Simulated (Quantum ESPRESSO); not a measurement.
## BiTe under changes of volume

One of the cells (33.855 Å³/atom); the others are scaled copies at fixed shape and fractional positions:

```
CELL_PARAMETERS angstrom
0.00000 3.23500 3.23500
3.23500 0.00000 3.23500
3.23500 3.23500 0.00000
ATOMIC_POSITIONS crystal
Bi 0.00000 0.00000 0.00000
Te 0.50000 0.50000 0.50000
```

```yaml
Program: Quantum ESPRESSO 7.5
Functional: PBE
Potentials_or_basis: SSSP 1.3 efficiency PBE
Cutoff: 748 eV
Density_cutoff: 5987 eV
k_mesh: 7 × 7 × 7
Occupations: fermi-dirac, width 0.05 eV
Spin: no spin polarisation
```

```tsv
volume (Å³/atom)	energy over the lowest point (meV/atom)	pressure (GPa)
31.824	?	?
32.501	16.33	2.9
33.178	6.36	1.7
33.855	1.09	0.7
34.532	0.00	-0.3
35.209	2.69	-1.1
35.886	8.78	-1.9
```

Q: What does the run at 31.824 Å³/atom give?

A: Energy over the lowest point 31.53 meV/atom; pressure 4.2 GPa.

Worked out: A Birch-Murnaghan fit of order 3 (a polynomial in V^(-2/3)) to the other rows has its minimum at 34.38 Å³/atom with B0 = V·E''(V) = 46 GPa and B' = 4.4. It gives 31.50 meV/atom at 31.824 Å³/atom, against the run's 31.53, and -dE/dV = 4.3 GPa, against 4.2.

Energies are extrapolated to zero smearing.
